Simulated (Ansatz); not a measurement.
# SiAsH₃ (triplet): the correlation ladder, cc-pVDZ

How much of the correlation energy of SiAsH₃ (triplet) does each wave-function method recover here?

Method: cc-pVDZ, core rule «outside noble gas», up to 19 orbitals frozen; program: Ansatz 0.2.0, Gaussian basis.

Plan: UHF; CCSD(T) on ROHF; CCSD(T) on UHF; BCCD(T) on ROHF; CISD; CCSDT(Q) on ROHF; CCSDT(Q) on UHF; CASSCF and NEVPT2, 12 electrons in 11 orbitals.

23 further runs of the same task are left out: 2 for a known fault of the program, 13 that didn't finish, 8 set aside as unsound or not needed.

## Step 1: The system

The geometry is a PBE0/def2-TZVP stationary point (not a proven minimum). No spin-orbit coupling is included. The filled d shell of As may be among the frozen orbitals whatever the setting's name suggests; the logs give the count.

5 atoms, charge 0, spin multiplicity 3.

Atoms are counted from 1 here; the program's logs count them from 0.

Bond lengths: Si1–As2 2.357 Å, Si1–H3 1.488 Å, Si1–H4 1.488 Å, Si1–H5 1.488 Å. Angles: As2–Si1–H3 110.3°, As2–Si1–H4 110.3°, As2–Si1–H5 110.3°, H3–Si1–H4 108.7°, H3–Si1–H5 108.7°, H4–Si1–H5 108.7°.

Geometry (Å):

```xyz
5
charge 0, multiplicity 3
Si   -1.6505   -0.0115    0.0041
As    0.7062    0.0049   -0.0018
H    -2.1759    1.3811    0.0075
H    -2.1583   -0.7150    1.2136
H    -2.1644   -0.7115   -1.2049
```

## Step 2: UHF

Input file in.yaml:

```yaml
crystal:
  periodic: [false, false, false]
  atoms:
    - {symbol: Si, position_ang: [-1.650542, -0.011519, 0.004128]}
    - {symbol: As, position_ang: [0.706158, 0.004928, -0.001766]}
    - {symbol: H, position_ang: [-2.175948, 1.381149, 0.007507]}
    - {symbol: H, position_ang: [-2.158302, -0.715039, 1.213602]}
    - {symbol: H, position_ang: [-2.164376, -0.711463, -1.204855]}
basis:
  gaussian: {orbitals: cc-pVDZ}
magnetization: {spin_polarized: true, initial_magnetization: 2}
hamiltonian: {xc: hf}
output: {orbitals: {seedname: orbitals}}
```

Command:

```bash
ansatz run in.yaml --threads 1 --pin off --events-out ev --progress --plain --max-ram 2393MiB
```

Further steps of the session: CCSD(T) on ROHF; CCSD(T) on UHF; BCCD(T) on ROHF; CISD; CCSDT(Q) on ROHF; CCSDT(Q) on UHF; CASSCF and NEVPT2, 12 electrons in 11 orbitals.

Before running them: what should the planned runs give, taken together? Wanted: UCCSDT(Q) below the RHF energy; RMP2 from UCCSDT(Q); UMP2 from UCCSDT(Q); RCCSD from UCCSDT(Q); RCCSD(T) from UCCSDT(Q); UCCSD(T) from UCCSDT(Q); RCCSDT(Q) from UCCSDT(Q); NEVPT2 valence from UCCSDT(Q); T1 diagnostic.

The runs gave:

```
                         quantity                                                   value
   UCCSDT(Q) below the RHF energy                                              -6.0464 eV
              RMP2 from UCCSDT(Q)                                         +28.96 kcal/mol
              UMP2 from UCCSDT(Q)                                         +29.20 kcal/mol
             RCCSD from UCCSDT(Q)                                          +4.21 kcal/mol
          RCCSD(T) from UCCSDT(Q)                                          +0.99 kcal/mol
          UCCSD(T) from UCCSDT(Q)                                          +0.80 kcal/mol
         RCCSDT(Q) from UCCSDT(Q)                                          +0.19 kcal/mol
    NEVPT2 valence from UCCSDT(Q)                                         +28.03 kcal/mol
levels within 1 kcal/mol (43 meV)  RCCSD(T), UCCSD(T), BCCD(T), RCCSDT, UCCSDT, RCCSDT(Q)
                    T1 diagnostic                                                   0.018
   effectively unpaired electrons                                                    2.02
```

What this shows: RCCSD(T) lands +0.99 kcal/mol from the yardstick (0.7 % of the correlation energy). One determinant dominates. These misses are within one basis, not against nature; the frozen cores of restricted and unrestricted runs differ, which can shift their rows.
